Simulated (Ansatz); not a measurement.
# CH3FGeO (SMILES C[O][Ge][F]): B3LYP/6-31G(d) (spherical functions)

Aim: the vertical singlet–triplet gap of CH3FGeO at B3LYP/6-31G* (spherical functions), from 2 runs. 

The calculation is run with Ansatz 0.2.0.

125 further runs of the same task are left out: 125 set aside as unsound or not needed.

## 1. The molecule

The species is CH3FGeO (7 atoms), meant as a singlet with charge 0. As SMILES, `C[O][Ge][F]`. The coordinates come from a PBE0-D4/def2-TZVP relaxation. This is one conformer, not always the lowest.

Bond lengths: C1–O2 1.413 Å, O2–Ge3 1.764 Å, Ge3–F4 1.768 Å, C1–H5 1.092 Å, C1–H6 1.093 Å, C1–H7 1.093 Å. Angles: C1–O2–Ge3 128.6°, O2–Ge3–F4 99.1°, O2–C1–H5 112.1°, O2–C1–H6 109.1°, O2–C1–H7 109.0°, H5–C1–H6 109.1°, H5–C1–H7 109.1°, H6–C1–H7 108.4°.

## 2. A single-point energy at B3LYP/6-31G(d) (spherical functions)

Contents of molecule.yaml:

```yaml
crystal:
  periodic: [false, false, false]
  atoms:
    - symbol: C
      position_ang: [-0.504800, 0.491500, 0.394900]
    - symbol: O
      position_ang: [0.412400, 0.624200, -0.671900]
    - symbol: Ge
      position_ang: [1.441700, -0.610700, -1.398400]
    - symbol: F
      position_ang: [0.967400, -1.990600, -0.400200]
    - symbol: H
      position_ang: [-0.548500, -0.532200, 0.773800]
    - symbol: H
      position_ang: [-0.208000, 1.161100, 1.206600]
    - symbol: H
      position_ang: [-1.498700, 0.788500, 0.049700]
basis:
  gaussian:
    orbitals: 6-31G_st_-spherical.json
magnetization:
  spin_polarized: false
hamiltonian:
  xc: {name: B3LYP}
accuracy: high
output: {orbitals: {seedname: orbitals}}
```

The basis set 6-31G* is read from a file made from the Basis Set Exchange's data (not shown).

The run is started by

```
$ ansatz run molecule.yaml --threads 1 --pin off --max-ram 3480MiB --events-out events.jsonl --progress --plain --runs-dir runs
```

The log of the run:

```text
Warning: RAYON_NUM_THREADS=1 ignored (pool sized by the plan → 1); use --threads N
Functional definition: B3LYP
  name "B3LYP"
  parameter a0 = 0.2
  parameter ax = 0.72
  parameter ac = 0.81
  exchange = (1 - a0 - ax)*slater_x + ax*b88_x + a0*exact_x
  correlation = (1 - ac)*vwn_rpa_c + ac*lyp_c
1735 factors; integrals over basis functions are off by at most 4.5e-9 eV
mean field evaluation 1: about -62355.8945 eV, gradient 6.0e1 eV
mean field evaluation 2: about -62322.1186 eV, gradient 1.4e2 eV
mean field evaluation 4: about -62362.4151 eV, gradient 1.0e1 eV
mean field evaluation 8: about -62362.7188 eV, gradient 1.0e0 eV
mean field evaluation 16: about -62362.7217 eV, gradient 7.1e-5 eV
mean field -62362.72170807 eV, -2291.7877518005 hartree, gradient 3.6e-8 eV, S^2 0.000000; 0 other end points of the search recorded, 0 dependent functions left out
reference -62362.72174165 eV, -2291.7877530344 hartree; 29, 29 occupied and 51, 51 virtual orbitals, 1735 factors
Total energy: -62362.72174165 eV, -2291.7877530344 hartree
```

Wall time 7.5 s (1 thread of Arm Neoverse V2, shared host); peak memory 0.27 GiB.

## 3. The triplet

Contents of molecule.yaml:

```yaml
basis:
  gaussian:
    orbitals: 6-31G_st_-spherical.json
crystal:
  periodic: [false, false, false]
  atoms:
    - {symbol: C, position_ang: [-0.504800, 0.491500, 0.394900]}
    - {symbol: O, position_ang: [0.412400, 0.624200, -0.671900]}
    - {symbol: Ge, position_ang: [1.441700, -0.610700, -1.398400]}
    - {symbol: F, position_ang: [0.967400, -1.990600, -0.400200]}
    - {symbol: H, position_ang: [-0.548500, -0.532200, 0.773800]}
    - {symbol: H, position_ang: [-0.208000, 1.161100, 1.206600]}
    - {symbol: H, position_ang: [-1.498700, 0.788500, 0.049700]}
magnetization:
  spin_polarized: true
  initial_magnetization: 2
hamiltonian:
  xc: {name: B3LYP}
accuracy: high
output: {orbitals: {seedname: orbitals}}
```

The basis set 6-31G* is read from a file made from the Basis Set Exchange's data (not shown).

The run is started by

```
$ ansatz run molecule.yaml --threads 1 --pin off --max-ram 3480MiB --events-out events.jsonl --progress --plain --runs-dir runs
```

The log of the run:

```text
Warning: RAYON_NUM_THREADS=1 ignored (pool sized by the plan → 1); use --threads N
Functional definition: B3LYP
  name "B3LYP"
  parameter a0 = 0.2
  parameter ax = 0.72
  parameter ac = 0.81
  exchange = (1 - a0 - ax)*slater_x + ax*b88_x + a0*exact_x
  correlation = (1 - ac)*vwn_rpa_c + ac*lyp_c
1736 factors; integrals over basis functions are off by at most 4.5e-9 eV
mean field evaluation 1: about -62352.7382 eV, gradient 4.0e1 eV
mean field evaluation 2: about -62320.6662 eV, gradient 9.2e1 eV
mean field evaluation 4: about -62358.4180 eV, gradient 8.5e0 eV
mean field evaluation 8: about -62358.8136 eV, gradient 1.1e0 eV
mean field evaluation 16: about -62358.8201 eV, gradient 3.9e-3 eV
mean field evaluation 32: about -62358.8201 eV, gradient 6.4e-7 eV
mean field -62358.82006573 eV, -2291.6443690890 hartree, gradient 2.3e-8 eV, S^2 2.003316; 4 other end points of the search recorded, 0 dependent functions left out
reference -62358.82009959 eV, -2291.6443703336 hartree; 30, 28 occupied and 50, 52 virtual orbitals, 1736 factors
Total energy: -62358.82009959 eV, -2291.6443703336 hartree
```

Run time: 20 s. Hardware: 1 thread of Arm Neoverse V2, shared host; peak memory 0.4 GiB.

## 4. Summary of results

At B3LYP/6-31G* (spherical functions):

| quantity | value |
| --- | --- |
| singlet: total energy | -2291.78775 Eh |
| singlet: HOMO energy | -7.81 eV |
| singlet: LUMO energy | -1.97 eV |
| singlet: HOMO–LUMO gap | 5.85 eV |
| triplet: total energy | -2291.64437 Eh |
| triplet: HOMO energy (highest over α and β) | -4.05 eV |
| triplet: ⟨S²⟩ | 2.003 |
| vertical energy of the triplet above the singlet | 3.902 eV |

At this shape the triplet lies 3.90 eV (376 kJ/mol) above the singlet.
